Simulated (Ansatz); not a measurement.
# AlH2N: the cost of one run

Method: PBE0-D4/def2-TZVP structures, single points in def2-TZVPP, no counterpoise correction; program: Ansatz 0.2.0, Gaussian basis.

Levels: SPW92, PBE-D4, BLYP-D4, r2SCAN-D4, B97M-V, PBE0-D4, B3LYP-D4, r2SCAN0-D4, BHLYP-D4, CAM-B3LYP-D4, wB97X-V, wB97M-V, B2PLYP, PBE-QIDH, RPA on PBE, Hartree-Fock, MP2, CCSD, CCSD(T).

Cores are frozen in the correlated methods. B3LYP uses VWN-RPA correlation. B2PLYP carries no dispersion term here.

56 further runs of the same task are left out: 56 set aside as unsound or not needed. Runs told in other sessions of the task aren't counted.

### 1 Starting geometry

The complex: 12 atoms, charge 0, spin multiplicity 1.

Atoms are counted from 1 here; the program's logs count them from 0.

Bond lengths: Al1–N4 1.630 Å, Al1–H6 1.561 Å, C2–C3 1.518 Å, C2–H5 1.101 Å, C2–H7 1.092 Å, C2–H8 1.093 Å, C3–H9 1.092 Å, C3–H10 1.091 Å, C3–H11 1.096 Å, N4–H12 1.000 Å. Angles: N4–Al1–H6 160.8°, C3–C2–H5 111.7°, C3–C2–H7 111.5°, C3–C2–H8 112.0°, H5–C2–H7 105.5°, H5–C2–H8 108.8°, H7–C2–H8 107.2°, C2–C3–H9 111.2°, C2–C3–H10 111.3°, C2–C3–H11 112.3°, H9–C3–H10 108.1°, H9–C3–H11 106.6°, H10–C3–H11 107.0°, Al1–N4–H12 152.4°.

Coordinates:

```csv
atom,x (Å),y (Å),z (Å)
Al1,-1.6009,-1.0748,0.5886
C2,0.3840,1.1813,-0.0839
C3,1.5175,0.1769,0.0257
N4,-2.3223,-1.7555,-0.7047
H5,-0.4661,0.7747,-0.6527
H6,-1.2388,-0.7459,2.0714
H7,0.6950,2.0778,-0.6250
H8,0.0277,1.5045,0.8980
H9,2.3762,0.6066,0.5452
H10,1.8493,-0.1560,-0.9592
H11,1.2274,-0.7188,0.5867
H12,-2.4490,-1.8709,-1.6902
```

Its parts: AlNH₂ holds atoms 1, 4, 6, 12; C₂H₆ holds atoms 2, 3, 5, 7, 8, 9, 10, 11. Each part counts its atoms afresh in its own runs.

### 2 Relaxing AlNH₂ alone

Contents of relax-a/in.yaml:

```yaml
crystal:
  periodic: [false, false, false]
  atoms:
    - {symbol: Al, position_ang: [-1.600915, -1.074821, 0.588630]}
    - {symbol: N, position_ang: [-2.322345, -1.755453, -0.704714]}
    - {symbol: H, position_ang: [-1.238762, -0.745863, 2.071357]}
    - {symbol: H, position_ang: [-2.448980, -1.870894, -1.690189]}
basis:
  gaussian: {orbitals: def2-TZVP}
hamiltonian: {xc: pbe0, dispersion: d4}
relax: {f_tol: 0.005, max_steps: 200}
```

Launch:

```
> ansatz run in.yaml --threads 4 --pin off --events-out ev --progress --plain --max-ram 9574MiB
```

**Question.** How long does this run take on 4 threads of AMD EPYC 9R45, shared host?

About 1.4 s.
